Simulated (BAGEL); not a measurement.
# HF/3-21G (density fitting with svp-jkfit) run of LiBr (SMILES [Li][Br])

Aim: the energy change on altering one bond length of LiBr at HF/3-21G (density fitting with svp-jkfit), from 2 runs. 

The calculation is run with BAGEL 1.2.2.

7 further runs of the same task are left out: 1 that didn't finish, 6 set aside as unsound or not needed.

### 1 The molecule

LiBr: 2 atoms, total charge 0, spin state singlet. SMILES: `[Li][Br]`. The shape is that of a PBE0-D4/def2-TZVP optimisation.

Bond lengths: Li1–Br2 2.172 Å.

### 2 Energy and gradient at HF/3-21G (density fitting with svp-jkfit)

job.json

```json
{ "bagel" : [

{
  "title" : "molecule",
  "basis" : "3-21g",
  "df_basis" : "svp-jkfit",
  "angstrom" : true,
  "geometry" : [
    { "atom" : "Li", "xyz" : [   -0.910300,    0.277700,   -0.476100 ] },
    { "atom" : "Br", "xyz" : [    0.939700,   -0.337900,    0.480100 ] }
  ]
},
{
  "title" : "force",
  "method" : [
    {
      "title" : "hf"
    }
  ]
}

]}
```

Run with:

```console
$ BAGEL_NUM_THREADS=1 BAGEL job.json > job.out
```

Log:

```text
* using 1 threads per process

  ===============================================================
  ===============================================================

  *** Geometry ***

  { "atom" : "Li", "xyz" : [     -1.720218,      0.524777,     -0.899699 ] },
  { "atom" : "Br", "xyz" : [      1.775776,     -0.638538,      0.907258 ] },

  Number of auxiliary basis functions:      317

  Since a DF basis is specified, we compute 2- and 3-index integrals:
    o Being stored without compression. Storage requirement is 0.002 GB

  Number of basis functions:       31
  Number of electrons      :       38

    * METHOD: MOLECULE                             0.10

  The gradients will be computed analytically.

  *** RHF ***

  === Nuclear Repulsion ===
    25.5866589776

      * DIIS with orbital gradients will be used.

  === RHF iteration (3-21g) ===
      0      -2567.49617645          0.01199364           0.02
      1      -2567.52956839          0.00253922           0.02
      2      -2567.53158029          0.00039417           0.02
      3      -2567.53161890          0.00003287           0.01
      4      -2567.53161942          0.00000820           0.01
      5      -2567.53161946          0.00000111           0.01
      6      -2567.53161946          0.00000014           0.01
      7      -2567.53161946          0.00000004           0.01
      8      -2567.53161946          0.00000001           0.01
      9      -2567.53161946          0.00000000           0.01
    * SCF iteration converged.

    * Permanent dipole moment:
           (    2.459980,    -0.818575,     1.271477) a.u.

  * Nuclear energy gradient

    o Atom   0
        x          0.0099841346
        y         -0.0033222883
        z          0.0051604484
    o Atom   1
        x         -0.0099841341
        y          0.0033222885
        z         -0.0051604478
  * Gradient computed with                              0.18

    * METHOD: FORCE                                0.45

  ===============================================================
```

Wall time 1.9 s (1 thread of Intel Xeon Platinum 8488C (Sapphire Rapids), shared host); peak memory 0.08 GiB.

### 3 The distorted shape at the same level

input.json

```json
{ "bagel": [

{
  "title": "molecule",
  "basis": "3-21g",
  "df_basis": "svp-jkfit",
  "angstrom": "true",
  "geometry": [
    { "atom": "Li", "xyz": [      -0.942477,       0.320176,      -0.491046 ] },
    { "atom": "Br", "xyz": [       0.985930,      -0.319456,       0.515470 ] }
  ]
},

{
  "title": "force",
  "method": [
    { "title": "hf" }
  ]
}

]}
```

Run with:

```console
$ BAGEL_NUM_THREADS=1 BAGEL input.json > input.out
```

Log:

```text
* using 1 threads per process

  ===============================================================
  ===============================================================

  *** Geometry ***

  { "atom" : "Li", "xyz" : [     -1.781023,      0.605045,     -0.927942 ] },
  { "atom" : "Br", "xyz" : [      1.863138,     -0.603684,      0.974097 ] },

  Number of auxiliary basis functions:      317

  Since a DF basis is specified, we compute 2- and 3-index integrals:
    o Being stored without compression. Storage requirement is 0.002 GB

  Number of basis functions:       31
  Number of electrons      :       38

    * METHOD: MOLECULE                             0.06

  The gradients will be computed analytically.

  *** RHF ***

  === Nuclear Repulsion ===
    24.5057749855

      * DIIS with orbital gradients will be used.

  === RHF iteration (3-21g) ===
      0      -2567.49648127          0.01194574           0.01
      1      -2567.53014250          0.00254176           0.01
      2      -2567.53220004          0.00041604           0.01
      3      -2567.53224259          0.00003821           0.01
      4      -2567.53224320          0.00001067           0.01
      5      -2567.53224325          0.00000205           0.01
      6      -2567.53224325          0.00000044           0.01
      7      -2567.53224325          0.00000008           0.01
      8      -2567.53224325          0.00000001           0.01
      9      -2567.53224325          0.00000000           0.01
    * SCF iteration converged.

    * Permanent dipole moment:
           (    2.580222,    -0.855832,     1.346725) a.u.

  * Nuclear energy gradient

    o Atom   0
        x         -0.0033740066
        y          0.0011191219
        z         -0.0017610347
    o Atom   1
        x          0.0033740073
        y         -0.0011191219
        z          0.0017610351
  * Gradient computed with                              0.16

    * METHOD: FORCE                                0.35

  ===============================================================
```

Wall time 1.6 s (1 thread of Intel Xeon Platinum 8488C (Sapphire Rapids), shared host); peak memory 0.08 GiB.

### 4 Outcome

At HF/3-21G (density fitting with svp-jkfit):

| quantity | value |
| --- | --- |
| first shape: total energy | -2567.53162 Eh |
| first shape: dipole moment | 7.34 D |
| first shape: largest force on an atom | 0.603 eV/Å |
| distorted shape: total energy | -2567.53224 Eh |
| distorted shape: dipole moment | 7.71 D |
| distorted shape: largest force on an atom | 0.204 eV/Å |
| energy change with the Li1–Br2 bond stretched from 2.172 to 2.267 Å | -0.017 eV |

What this shows: With the Li1–Br2 bond stretched from 2.172 to 2.267 Å the energy falls by 0.02 eV (0.4 kcal/mol). The first shape isn't relaxed at this level, so the change isn't measured from a minimum. The largest force (first shape) is 0.60 eV/Å: the shape isn't a stationary point for this species at this level.
